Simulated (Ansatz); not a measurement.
# NaLaMnMoO6 (P1) in Ansatz: convergence with k mesh

Aim: find how far k mesh must go before the results for NaLaMnMoO6 settle, at PBE. This setting moves, with any that are tied to it; all else stays.

All numbers are computed with Ansatz 0.2.0; they aren't measurements. Logs are shortened: lines on timing, memory, paths and dates and some standing lists are left out, and cuts for length are marked.

### Step 1. The crystal as given

The typed cell holds 10 atoms: a = 5.109 Å, b = 5.694 Å, c = 5.920 Å, α = 117.98°, β = 98.89°, γ = 92.48°.

The cell was built by a generator and needn't be a form met in nature.

### Step 2. With k mesh 2 × 2 × 2

input.yaml reads:

```yaml
crystal:
  lattice:
    - [5.10934, -0.00669, 0.01056]
    - [-0.23945, 5.68925, 0.00703]
    - [-0.92899, -2.82542, 5.11884]
  atoms:
    - { symbol: Na, position: [0.40776, 0.38086, 0.07519] }
    - { symbol: La, position: [0.0369, 0.66325, 0.68598] }
    - { symbol: Mn, position: [0.44271, 0.04268, 0.40638], spin: 4.0 }
    - { symbol: Mo, position: [0.90251, 0.96387, 0.30442], spin: 1.0 }
    - { symbol: O, position: [0.73627, 0.69569, 0.99417] }
    - { symbol: O, position: [0.72288, 0.91846, 0.55299] }
    - { symbol: O, position: [0.70112, 0.27368, 0.37292] }
    - { symbol: O, position: [0.19224, 0.75325, 0.3666] }
    - { symbol: O, position: [0.17926, 0.03365, 0.11672] }
    - { symbol: O, position: [0.20034, 0.27462, 0.63197] }
hamiltonian:
  xc: pbe
  pseudopotentials: { kind: paw }
magnetization:
  spin_polarized: true
kpoints:
  mp_grid: { grid: [2, 2, 2] }
scf:
  occupations: { method: fermi_dirac, width: 0.05 }
output:
  forces: true
  stress: true
  eigenvalues: true
```

Potentials or basis: Ansatz PAW.

Launch:

```
$ ansatz run input.yaml --threads 8 --pin off --max-ram 20480MiB --backend cpu --events-out ev --progress --plain --runs-dir out
```

It took 2.9 s on 8 threads of Arm Neoverse V2, shared host; peak memory 0.66 GiB.

Results:

```yaml
Free_energy: -20003.2427 eV
Pressure: 0.0 GPa
Largest_force: 0.098 eV/Å
Band_gap_on_the_k_mesh: 0.86 eV, indirect (least direct gap 1.11 eV)
Net_moment: 3.00 μB per cell
Absolute_moment: 3.91 μB per cell
Site_moments: Na +0.00; La +0.01; Mn +2.65; Mo -0.17; O +0.02, +0.00, -0.00, +0.01, +0.07 μB
```

### Step 3. With k mesh 3 × 3 × 3

input.yaml, as its differences from that of step 2:

```diff
@@ -22,3 +22,3 @@
 kpoints:
-  mp_grid: { grid: [2, 2, 2] }
+  mp_grid: { grid: [3, 3, 3] }
 scf:
```

Potentials or basis: Ansatz PAW.

Launch:

```
$ ansatz run input.yaml --threads 8 --pin off --max-ram 20480MiB --backend cpu --events-out ev --progress --plain --runs-dir out
```

Run time: 6.5 s. Hardware: 8 threads of Arm Neoverse V2, shared host; peak memory 0.75 GiB.

Results:

```yaml
Free_energy: -20003.2665 eV
Pressure: 0.0 GPa
Largest_force: 0.015 eV/Å
Band_gap_on_the_k_mesh: 0.96 eV, indirect (least direct gap 1.13 eV)
Net_moment: 3.00 μB per cell
Absolute_moment: 3.88 μB per cell
Site_moments: Na +0.00; La +0.01; Mn +2.64; Mo -0.16; O +0.02, +0.00, +0.01, +0.08 μB
```

### Step 4. With k mesh 4 × 4 × 4

input.yaml, as its differences from that of step 3:

```diff
@@ -22,3 +22,3 @@
 kpoints:
-  mp_grid: { grid: [3, 3, 3] }
+  mp_grid: { grid: [4, 4, 4] }
 scf:
```

Launch:

```
$ ansatz run input.yaml --threads 8 --pin off --max-ram 20480MiB --backend cpu --events-out ev --progress --plain --runs-dir out
```

It took 15 s on 8 threads of Arm Neoverse V2, shared host; peak memory 0.91 GiB.

Results:

```
Free energy            : -20003.2656 eV
Pressure               : 0.0 GPa
Largest force          : 0.004 eV/Å
Band gap on the k mesh : 0.85 eV, indirect (least direct gap 1.11 eV)
Net moment             : 3.00 μB per cell
Absolute moment        : 3.88 μB per cell
Site moments           : Na +0.00; La +0.01; Mn +2.64; Mo -0.16; O +0.02, +0.00, +0.01, +0.08 μB
```

### Step 5. With k mesh 5 × 5 × 5

input.yaml, as its differences from that of step 4:

```diff
@@ -22,3 +22,3 @@
 kpoints:
-  mp_grid: { grid: [4, 4, 4] }
+  mp_grid: { grid: [5, 5, 5] }
 scf:
```

Launch:

```
$ ansatz run input.yaml --threads 8 --pin off --max-ram 20480MiB --backend cpu --events-out ev --progress --plain --runs-dir out
```

It took 28 s on 8 threads of Arm Neoverse V2, shared host; peak memory 1.1 GiB.

The run converged. Its results:

- Free energy: -20003.2659 eV
- Pressure: 0.0 GPa
- Largest force: 0.004 eV/Å
- Band gap on the k mesh: 0.88 eV, indirect (least direct gap 1.11 eV)
- Net moment: 3.00 μB per cell
- Absolute moment: 3.88 μB per cell
- Site moments: Na +0.00; La +0.01; Mn +2.64; Mo -0.16; O +0.02, +0.00, +0.01, +0.08 μB

### Step 6. With k mesh 6 × 6 × 6

input.yaml, as its differences from that of step 5:

```diff
@@ -22,3 +22,3 @@
 kpoints:
-  mp_grid: { grid: [5, 5, 5] }
+  mp_grid: { grid: [6, 6, 6] }
 scf:
```

Potentials or basis: Ansatz PAW.

Launch:

```
$ ansatz run input.yaml --threads 8 --pin off --max-ram 20480MiB --backend cpu --events-out ev --progress --plain --runs-dir out
```

Run time: 45 s. Hardware: 8 threads of Arm Neoverse V2, shared host; peak memory 1.5 GiB.

It converged, with:

- Free energy: -20003.2658 eV
- Pressure: 0.0 GPa
- Largest force: 0.004 eV/Å
- Band gap on the k mesh: 0.86 eV, indirect (least direct gap 1.10 eV)
- Net moment: 3.00 μB per cell
- Absolute moment: 3.88 μB per cell
- Site moments: Na +0.00; La +0.01; Mn +2.64; Mo -0.16; O +0.02, +0.00, +0.01, +0.08 μB

### Step 7. With k mesh 7 × 8 × 7

input.yaml, as its differences from that of step 6:

```diff
@@ -22,3 +22,3 @@
 kpoints:
-  mp_grid: { grid: [6, 6, 6] }
+  mp_grid: { grid: [7, 8, 7] }
 scf:
```

Launch:

```
$ ansatz run input.yaml --threads 8 --pin off --max-ram 20480MiB --backend cpu --events-out ev --progress --plain --runs-dir out
```

Wall time 85 s (8 threads of Arm Neoverse V2, shared host); peak memory 2.2 GiB.

It converged, with:

```yaml
Free_energy: -20003.2658 eV
Pressure: 0.0 GPa
Largest_force: 0.004 eV/Å
Band_gap_on_the_k_mesh: 0.86 eV, indirect (least direct gap 1.09 eV)
Net_moment: 3.00 μB per cell
Absolute_moment: 3.88 μB per cell
Site_moments: Na +0.00; La +0.01; Mn +2.64; Mo -0.16; O +0.02, +0.00, +0.01, +0.08 μB
```

### Step 8. With k mesh 9 × 9 × 9

input.yaml, as its differences from that of step 7:

```diff
@@ -22,3 +22,3 @@
 kpoints:
-  mp_grid: { grid: [7, 8, 7] }
+  mp_grid: { grid: [9, 9, 9] }
 scf:
```

Potentials or basis: Ansatz PAW.

Launch:

```
$ ansatz run input.yaml --threads 8 --pin off --max-ram 20480MiB --backend cpu --events-out ev --progress --plain --runs-dir out
```

Standard output:

```text
Warning: RAYON_NUM_THREADS=8 ignored (pool sized by the plan → 8); use --threads N
Engine: ansatz 0.2.0, aarch64-unknown-linux-gnu
Pseudopotentials: kind: paw
Pseudopotential: Na, paw, valence charge 9, recommended cutoff 420 eV (normal), Na.paw.azcp
Pseudopotential: La, paw, valence charge 11, recommended cutoff 420 eV (normal), La.paw.azcp
Pseudopotential: Mn, paw, valence charge 15, recommended cutoff 420 eV (normal), Mn.paw.azcp
Pseudopotential: Mo, paw, valence charge 14, recommended cutoff 420 eV (normal), Mo.paw.azcp
Pseudopotential: O, paw, valence charge 6, recommended cutoff 420 eV (normal), O.paw.azcp
Functional definition: PBE
  parameter kappa = 0.804
  parameter beta = 0.06672455060314922
  exchange = pbe_x(kappa = kappa, mu = beta*pi^2/3)
  correlation = pbe_c(beta = beta)
Crystal: 10 atoms, lattice volume = 148.952 Å³
Basis set: ecut = 420 eV, 2899 PW (Γ), exchange–correlation on 72×80×80 points (8 copies of the dense FFT grid, shifted against one another)
Bands: 55, of which v1, the nominal top of the filled ones, is band 43 counted from 1 (42 counted from 0)
Symmetry: 1 space group operations
Space group: P1 (ITA 1), of the structure as read, at distance tolerance 5.3e-5 Å
Magnetic group: BNS 1.1 (UNI 1), of the structure as read, at distance tolerance 5.3e-5 Å
k-points: 365 of 729 (time reversal used)
Non-local potential: Na, projectors of the file, l = 0: 3, l = 1: 2, l = 2: 1
Non-local potential: La, projectors of the file, l = 0: 3, l = 1: 2, l = 2: 2, l = 3: 3
Non-local potential: Mn, projectors of the file, l = 0: 3, l = 1: 2, l = 2: 3, l = 3: 1
Non-local potential: Mo, projectors of the file, l = 0: 3, l = 1: 2, l = 2: 2, l = 3: 1
Non-local potential: O, projectors of the file, l = 0: 2, l = 1: 2, l = 2: 1
PAW form: soft (Blöchl's): semilocal exchange-correlation on the pseudo side does not see the compensation charge
PAW one-centre angular grid: Na, 110 points (default); XC on 64 Gauss nodes
PAW one-centre angular grid: La, 590 points (default); XC on 64 Gauss nodes
PAW one-centre angular grid: Mn, 590 points (default); XC on 64 Gauss nodes
PAW one-centre angular grid: Mo, 590 points (default); XC on 64 Gauss nodes
PAW one-centre angular grid: O, 110 points (default); XC on 64 Gauss nodes
Initial density: superposition of atomic densities (chi_scale 0.1, normalization cell, long waves kept (reshape's long-wave potential 0.01 eV rms))
Starting moments: Σ|m| = 5 μB on 2 of 10 sites
Initial wavefunctions: pseudopotential atomic-orbital guess
[... 16 lines left out ...]
SCF iter  11: F=—  HF=-20003.265780 eV  |F-HF|=—  |Δ(HF+E_count)|=   3.13e-5  Δρ=8.33e-5 (↑8.33e-5 ↓7.73e-5)  dr2=4.42e-5  dr2_m=1.12e-6  M=3.000 μB ∫|m|=3.869 μB  β_m=0.65  ethr=5.23e-7  ⟨swp⟩=2.0  Hψ=70640  notcnv=0  defer=1326
SCF iter  12: F=—  HF=-20003.265817 eV  |F-HF|=—  |Δ(HF+E_count)|=   3.78e-5  Δρ=4.95e-5 (↑4.95e-5 ↓3.70e-5)  dr2=1.55e-5  dr2_m=2.93e-7  M=3.000 μB ∫|m|=3.868 μB  β_m=0.76  ethr=5.20e-8  ⟨swp⟩=2.0  Hψ=69012  notcnv=0  defer=1325
SCF iter  13: F=—  HF=-20003.265831 eV  |F-HF|=—  |Δ(HF+E_count)|=   1.39e-5  Δρ=2.63e-5 (↑2.59e-5 ↓2.63e-5)  dr2=4.55e-6  dr2_m=2.73e-8  M=3.000 μB ∫|m|=3.868 μB  β_m=0.73  ethr=1.82e-8  ⟨swp⟩=2.0  Hψ=55347  notcnv=0  defer=1325
SCF iter  14: F=—  HF=-20003.265834 eV  |F-HF|=—  |Δ(HF+E_count)|=   2.47e-6  Δρ=1.48e-5 (↑1.46e-5 ↓1.48e-5)  dr2=1.45e-6  dr2_m=5.19e-9  M=3.000 μB ∫|m|=3.868 μB  β_m=0.80  ethr=5.35e-9  ⟨swp⟩=2.0  Hψ=55409  notcnv=0  defer=1325
SCF iter  15: F=—  HF=-20003.265834 eV  |F-HF|=—  |Δ(HF+E_count)|=   5.59e-7  Δρ=7.55e-6 (↑7.55e-6 ↓7.20e-6)  dr2=3.48e-7  dr2_m=7.04e-10  M=3.000 μB ∫|m|=3.868 μB  β_m=0.74  ethr=1.70e-9  ⟨swp⟩=2.0  Hψ=55133  notcnv=0  defer=1325
SCF iter  16: F=—  HF=-20003.265834 eV  |F-HF|=—  |Δ(HF+E_count)|=   5.56e-8  Δρ=3.71e-6 (↑3.40e-6 ↓3.71e-6)  dr2=7.75e-8  dr2_m=3.11e-10  M=3.000 μB ∫|m|=3.868 μB  β_m=0.64  ethr=4.10e-10  ⟨swp⟩=2.0  Hψ=57329  notcnv=0  defer=1325
SCF iter  17: F=-20003.265834 eV  HF=-20003.265834 eV  |F-HF|=4.18e-8  |Δ(HF+E_count)|=   1.79e-8  Δρ=3.34e-6 (↑2.81e-6 ↓3.34e-6)  dr2=5.85e-8  dr2_m=3.87e-10  M=3.000 μB ∫|m|=3.868 μB  ethr=9.12e-11  ⟨swp⟩=9.8  Hψ=161219  notcnv=0
SCF 1 converged in 17 iterations: F = -20003.265834 eV  dr2 = 5.85e-8
SCF converged after 17 iterations
Magnetization: 3.0000 μB (44.0000 up, 41.0000 down)
Absolute magnetization: 3.8826 μB (∫|ρ↑−ρ↓|, with the PAW one-centre terms)
Spin contamination: 0.2517 ħ² per cell (⟨S²⟩ above its minimum at these occupations)
Per-site moments (μB) at R_I (Å): [(0.0003683939851791195, 0.982852525109752), (0.008008056878116662, 0.9474607069591875), (2.6406721251487846, 0.7807905289256419), (-0.16309340030612407, 0.7379733920504513), (0.022441203851540345, 0.7379733920504513), (0.0034753370401347074, 0.7807905289256419), (0.0010073546240527626, 0.7921073246187992), (0.002085946221366456, 0.8008459400884357), (0.013026871158831483, 0.8201561301058808), (0.07574297997741883, 0.8310924993917449)]
Free energy (F): -20003.265834 eV
Harris-Foulkes:  -20003.265834 eV  (|F-HF|=4.18e-8)
Internal energy: -20003.265807 eV  (E = F + TS)
E sigma→0 (E₀):  -20003.265821 eV
Entropy (-TS):   -0.000027 eV (-0.003 meV/atom)
Fermi energy:    8.679314 eV
--- Per-component energies (eV) ---
  E_band       = -872.333292
  E_kinetic    = 2102.271044
  E_local      = -9061.465538  (includes V_loc(G=0)·N_el)
  E_nonlocal   = 882.199858
  E_hartree    = 3548.147471
  E_xc         = -917.610888
  E_vxc        = -1135.950252  (∫ρ·V_xc dr)
  E_paw        = -11126.942200  (= ΣΔE_a)
  E_vpaw       = -755.707375  (= ΣTr[D̂ρ^β])
  E_aug_tail   = 0.014630  (compensation charges beyond the density's cutoff)
  E_ewald      = -5429.880184
  E_smearing   = -0.000027  (= −TS)
  E_closure    = 0.000000  (closes the sum)
  Σ components = -20003.265834   (vs F -20003.265834, Δ=0.00e0)
--- Forces (eV/Å), atoms counted from 1 ---
  atom   1  Na    -0.00100611     0.00034500    -0.00002368
  atom   2  La     0.00049799     0.00087574     0.00036399
  atom   3  Mn    -0.00037192     0.00063951    -0.00016655
  atom   4  Mo     0.00054440    -0.00217844     0.00198081
  atom   5  O     -0.00176764    -0.00140254    -0.00322931
  atom   6  O     -0.00007338     0.00015605    -0.00045251
  atom   7  O     -0.00087550     0.00063103    -0.00019636
  atom   8  O      0.00052177    -0.00021300    -0.00029303
  atom   9  O      0.00120221     0.00027994     0.00157549
  atom  10  O      0.00135456     0.00087952     0.00042525
  max |Σ_I F_I| component: 2.64e-5 eV/Å
--- Stress (GPa, compression-positive) ---
       -0.020782      -0.000928       0.017830
       -0.000921      -0.028396       0.015081
        0.017838       0.015084       0.027812
  P = ⅓ Tr σ = -0.0071 GPa (-0.071 kbar)
--- Band table (eV; the first three rows and the last of 730) ---
  k-point 0 ↑: bands = ["-73.2059", "-54.3117", "-43.0028", "-42.1218", "-41.9561", "-41.7487", "-28.8644", "-28.2817", "-28.2522", "-23.4208", "-14.9523", "-14.9314", "-14.9082", "-10.8800", "-10.5911", "-10.5407", "-10.0269", "-9.9213", "-9.7384", "-6.8011", "-6.6919", "-6.4036", "1.6348", "1.9026", "2.4237", "2.4718", "2.6777", "2.8460", "3.2610", "3.7703", "3.9101", "4.0933", "4.1673", "4.3635", "4.6771", "4.9688", "5.1286", "5.2945", "5.6712", "6.1178", "6.5784", "6.7811", "7.0595", "7.6572", "9.2083", "9.7420", "10.1930", "10.2097", "11.1851", "11.4340", "11.4914", "11.5505", "11.6074", "11.6424", "11.6922"]
  k-point 1 ↑: bands = ["-73.2059", "-54.3117", "-43.0028", "-42.1218", "-41.9561", "-41.7487", "-28.8644", "-28.2817", "-28.2522", "-23.4203", "-14.9523", "-14.9314", "-14.9083", "-10.9318", "-10.5873", "-10.5029", "-10.0322", "-9.9160", "-9.7200", "-6.8086", "-6.6878", "-6.4048", "1.6441", "1.8964", "2.3887", "2.4663", "2.6759", "2.8505", "3.2839", "3.7328", "3.9082", "4.1278", "4.1589", "4.3902", "4.6705", "4.9748", "5.1580", "5.2708", "5.6550", "6.1192", "6.5617", "6.7927", "7.0491", "7.6644", "9.1855", "9.7427", "10.1563", "10.2045", "11.2599", "11.4364", "11.4975", "11.5523", "11.6126", "11.6489", "11.6968"]
  k-point 2 ↑: bands = ["-73.2059", "-54.3117", "-43.0028", "-42.1218", "-41.9561", "-41.7487", "-28.8647", "-28.2817", "-28.2523", "-23.4191", "-14.9524", "-14.9314", "-14.9085", "-11.0292", "-10.5743", "-10.4455", "-10.0497", "-9.9031", "-9.6667", "-6.8282", "-6.6797", "-6.4060", "1.6650", "1.8833", "2.3061", "2.4615", "2.6550", "2.8635", "3.3462", "3.6759", "3.8998", "4.1320", "4.1930", "4.4249", "4.6750", "4.9847", "5.1655", "5.2833", "5.6238", "6.1131", "6.5212", "6.8197", "7.0297", "7.6767", "9.1416", "9.7283", "10.0632", "10.1913", "11.4040", "11.4444", "11.5059", "11.5649", "11.6365", "11.6698", "11.7172"]
  k-point 364 ↓: bands = ["-69.8132", "-54.5265", "-43.0026", "-38.9952", "-38.7868", "-38.1070", "-28.9424", "-28.6120", "-28.5529", "-23.4083", "-14.9527", "-14.9318", "-14.9076", "-10.7272", "-10.5427", "-10.4709", "-10.2152", "-9.9417", "-9.5505", "-6.8352", "-6.6508", "-6.3793", "2.1791", "2.4115", "2.4938", "2.6157", "2.9989", "3.2126", "3.3224", "3.5302", "3.7472", "3.9296", "4.1820", "4.6594", "4.8737", "5.3736", "5.4153", "5.6753", "5.7893", "6.1521", "8.2475", "9.4418", "9.4994", "9.6295", "9.7481", "9.9708", "10.6739", "10.9657", "11.4178", "11.4733", "11.5716", "11.6054", "11.6561", "11.7006", "11.8079"]
```

Wall time 2.6 min (8 threads of Arm Neoverse V2, shared host); peak memory 3.6 GiB.

What came out:

```yaml
Free_energy: -20003.2658 eV
Pressure: 0.0 GPa
Largest_force: 0.004 eV/Å
Band_gap_on_the_k_mesh: 0.86 eV, indirect (least direct gap 1.09 eV)
Net_moment: 3.00 μB per cell
Absolute_moment: 3.88 μB per cell
Site_moments: Na +0.00; La +0.01; Mn +2.64; Mo -0.16; O +0.02, +0.00, +0.01, +0.08 μB
```

### Step 9. The series at a glance

```
   k mesh  energy less the tightest run, at zero smearing (meV/atom)  pressure (GPa)  largest force (eV/Å)  absolute moment (μB)  gap on the mesh (eV)  SCF cycles  CPU time (s)  peak memory (GiB)
2 × 2 × 2                                                       2.32            0.04                 0.098                  3.91                 0.861          17            18               0.66
3 × 3 × 3                                                      -0.07           -0.01                 0.015                  3.88                 0.960          17            48               0.75
4 × 4 × 4                                                       0.03           -0.01                 0.004                  3.88                 0.855          17           110               0.91
5 × 5 × 5                                                       0.00           -0.01                 0.004                  3.88                 0.881          17           210                1.1
6 × 6 × 6                                                       0.01           -0.01                 0.004                  3.88                 0.856          17           350                1.5
7 × 8 × 7                                                       0.00           -0.01                 0.004                  3.88                 0.864          17           660                2.2
9 × 9 × 9                                                       0.00           -0.01                 0.004                  3.88                 0.858          17          1200                3.6
```

Against the tightest run, the energy stays within 1 meV/atom from 3 × 3 × 3 on; the pressure stays within 0.1 GPa from 2 × 2 × 2 on; the largest force stays within 0.005 eV/Å from 4 × 4 × 4 on; the absolute moment stays within 0.02 μB from 3 × 3 × 3 on; the gap on the mesh stays within 0.01 eV from 6 × 6 × 6 on. Meshes of other sizes hit other points, so gaps and Fermi surfaces needn't settle smoothly. The tightest run that finished is the yardstick and may itself not be fully converged.

Caveats: odd divisions of the mesh miss points on the zone boundary, where band edges often lie, so the gap on the mesh can be too wide; spin-orbit coupling is left out, which moves the levels of the heavy elements; a cell with one magnetic atom can't hold antiferromagnetic order, which such compounds often take; the starting moments weren't kept.
